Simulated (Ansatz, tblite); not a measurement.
**The cluster Zn4Br8: a ladder of methods and basis sets**

How do method and basis change the picture of the cluster Zn4Br8 (singlet)?

The runs use Ansatz 0.2.0, Gaussian basis; as each input shows.

Plan: GFN1-xTB, GFN2-xTB, PBE-D4/def2-TZVP, r2SCAN-D4/def2-TZVP, r2SCANh-D4/def2-TZVP, PBE-D4/def2-SVP, PBE0-D4/def2-SVP, HF/STO-3G, MP2/def2-SVP, RPA/def2-SVP.

5 further runs of the same task are left out: 5 set aside as unsound or not needed.

## 1. The geometry

The singlet was relaxed beforehand with PBE-D4/def2-SVP. At that level it is the lowest of the isomers that a small search found.

12 atoms, charge 0, spin multiplicity 1.

Bond lengths: Zn1–Br5 2.389 Å, Zn1–Br7 2.567 Å, Zn1–Br8 2.389 Å, Zn1–Br9 2.569 Å, Zn2–Br5 2.551 Å, Zn2–Br9 2.669 Å, Zn2–Br10 2.275 Å, Zn2–Br11 2.551 Å, Zn3–Br6 2.551 Å, Zn3–Br7 2.672 Å, Zn3–Br8 2.550 Å, Zn3–Br12 2.276 Å, Zn4–Br6 2.389 Å, Zn4–Br7 2.568 Å, Zn4–Br9 2.568 Å, Zn4–Br11 2.388 Å. Angles: Br5–Zn1–Br7 101.7°, Br5–Zn1–Br8 150.2°, Br5–Zn1–Br9 95.7°, Br7–Zn1–Br8 95.9°, Br7–Zn1–Br9 107.3°, Br8–Zn1–Br9 101.7°, Br5–Zn2–Br9 89.6°, Br5–Zn2–Br10 118.2°, Br5–Zn2–Br11 113.6°, Br9–Zn2–Br10 121.3°, Br9–Zn2–Br11 89.6°, Br10–Zn2–Br11 118.1°, Br6–Zn3–Br7 89.7°, Br6–Zn3–Br8 113.8°, Br6–Zn3–Br12 117.9°, Br7–Zn3–Br8 89.6°, Br7–Zn3–Br12 121.4°, Br8–Zn3–Br12 118.1° and more.

PBE0-D4/def2-TZVP was run before; its log isn't repeated, and its numbers join the tables.

## 2. GFN1-xTB

Tight binding, by tblite at 300 K electronic temperature and without a spin-polarisation term:

```python
tblite.interface.Calculator('GFN1-xTB', numbers, positions, charge=0, uhf=0).singlepoint()
```

Energy -943.5693 eV, HOMO -10.68 eV, LUMO -6.70 eV; 0.025 s.

## 3. GFN2-xTB

Tight binding, by tblite at 300 K electronic temperature and without a spin-polarisation term:

```python
tblite.interface.Calculator('GFN2-xTB', numbers, positions, charge=0, uhf=0).singlepoint()
```

Energy -962.3838 eV, HOMO -12.11 eV, LUMO -8.50 eV; 0.043 s.

## 4. PBE-D4/def2-TZVP

start.molden holds the orbitals of an earlier run on this state, given as this run's starting guess.

The input, in.yaml:

```yaml
crystal:
  periodic: [false, false, false]
  atoms:
    - {symbol: Zn, position_ang: [1.387314, 0.168113, -0.605100]}
    - {symbol: Zn, position_ang: [-1.245794, 0.681976, -2.663839]}
    - {symbol: Zn, position_ang: [1.245732, -0.683503, 2.660115]}
    - {symbol: Zn, position_ang: [-1.386055, -0.163841, 0.607976]}
    - {symbol: Br, position_ang: [1.084460, 1.691948, -2.419852]}
    - {symbol: Br, position_ang: [-1.085838, -1.690699, 2.420068]}
    - {symbol: Br, position_ang: [0.417952, 1.500896, 1.363461]}
    - {symbol: Br, position_ang: [2.807310, -1.225032, 0.717750]}
    - {symbol: Br, position_ang: [-0.417101, -1.495982, -1.362593]}
    - {symbol: Br, position_ang: [-2.144106, 0.543066, -4.749205]}
    - {symbol: Br, position_ang: [-2.802819, 1.228600, -0.717978]}
    - {symbol: Br, position_ang: [2.138946, -0.555542, 4.749197]}
basis:
  gaussian: {orbitals: def2-TZVP, fitting: {mean_field: def2-universal-jkfit}, initial_orbitals: start.molden}
hamiltonian: {xc: pbe, dispersion: d4}
scf: {omitted_lower_state_checks: [starts]}
output: {forces: true, orbitals: {seedname: orbitals}}
```

Launch:

```bash
$ ansatz run in.yaml --threads 2 --pin off --events-out ev --progress --plain --max-ram 22528MiB --backend cuda --devices 0, --max-vram 18GiB
```

After this run come: r2SCAN-D4/def2-TZVP; r2SCANh-D4/def2-TZVP; PBE-D4/def2-SVP; PBE0-D4/def2-SVP; HF/STO-3G; MP2/def2-SVP; RPA/def2-SVP.

Q: Predict the results of all the runs planned. Wanted: gap in def2-TZVP, named functionals, smallest and largest; correlation energy, MP2/def2-SVP; binding an atom, functionals in def2-TZVP; PBE0 total energy, smallest basis above largest.

As calculated:

```
                                                 quantity                                 value
gap in def2-TZVP, named functionals, smallest and largest   3.58 eV (PBE-D4), 5.67 eV (PBE0-D4)
                         correlation energy, MP2/def2-SVP                             -82.94 eV
                binding an atom, functionals in def2-TZVP  2.24 (PBE-D4) to 2.34 eV (r2SCAN-D4)
          PBE0 total energy, smallest basis above largest        95.32 eV (def2-SVP, def2-TZVP)
```

**Reading.** Over the named functionals in def2-TZVP the gap runs from 3.58 eV (PBE-D4) to 5.67 eV (PBE0-D4); exact exchange widens it.
